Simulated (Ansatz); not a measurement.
# BBrH2N− (SMILES [NH-]BBr): single points off equilibrium

The task here is to estimate one member of a computed series from the others.

Program: Ansatz 0.2.0, Gaussian basis. Level of theory: single points in def2-TZVPPD. These are calculated values, not measurements.

Cores are frozen in the correlated methods. Filled d shells of the heavier atoms are correlated.

**The starting structure**

5 atoms, charge -1, spin multiplicity 1.

Atoms are counted from 1 here; the program's logs count them from 0.

Bond lengths: N1–B2 1.129 Å, B2–Br3 2.074 Å. Angles: N1–B2–Br3 141.3°.

As a file:

```xyz
5
charge -1, multiplicity 1
N    -0.3063   -0.9989   -0.0482
B     0.2716   -0.0292   -0.0778
Br    0.0051    2.0039   -0.3861
H    -1.5094   -0.9493   -0.6895
H     1.4342   -0.1450    1.0336
```

The first run:

Input file run/in.yaml:

```yaml
crystal:
  periodic: [false, false, false]
  atoms:
    - {symbol: N, position_ang: [-0.306300, -0.998900, -0.048200]}
    - {symbol: B, position_ang: [0.271600, -0.029200, -0.077800]}
    - {symbol: Br, position_ang: [0.005100, 2.003900, -0.386100]}
    - {symbol: H, position_ang: [-1.509400, -0.949300, -0.689500]}
    - {symbol: H, position_ang: [1.434200, -0.145000, 1.033600]}
basis:
  gaussian: {orbitals: "def2-TZVPPD.json"}
total_charge: -1
correlation: {method: ccsd_t}
output: {forces: true}
```

The basis file named in the input lies beside it (Basis Set Exchange, JSON).

No record of the launch command was kept for these runs.

Among the steps run: CCSD(T)/def2-TZVPPD; PBE0-D4/def2-TZVPPD; wB97M-V/def2-TZVPPD; r2SCAN-D4/def2-TZVPPD; PBE-D4/def2-TZVPPD; LC-wPBE/def2-TZVPPD; r2SCAN0-D4/def2-TZVPPD.

One table of the session follows, with a row left open; its other results are not shown here.

```
    method  RMS force component (eV/Å)  angle to CCSD(T) forces (°)
   CCSD(T)                       8.396                    reference
   PBE0-D4                       8.027                          1.1
   wB97M-V                           ?                            ?
 r2SCAN-D4                       7.988                          0.5
    PBE-D4                       7.998                          0.7
   LC-wPBE                       8.144                          2.8
r2SCAN0-D4                       8.004                          1.7
```

Q: Estimate the row for wB97M-V from the others.

**Answer.** RMS force component (eV/Å): 8.058; angle to CCSD(T) forces (°): 1.5. In the column «RMS force component (eV/Å)» it lies between PBE0-D4 (8.027) and LC-wPBE (8.144).
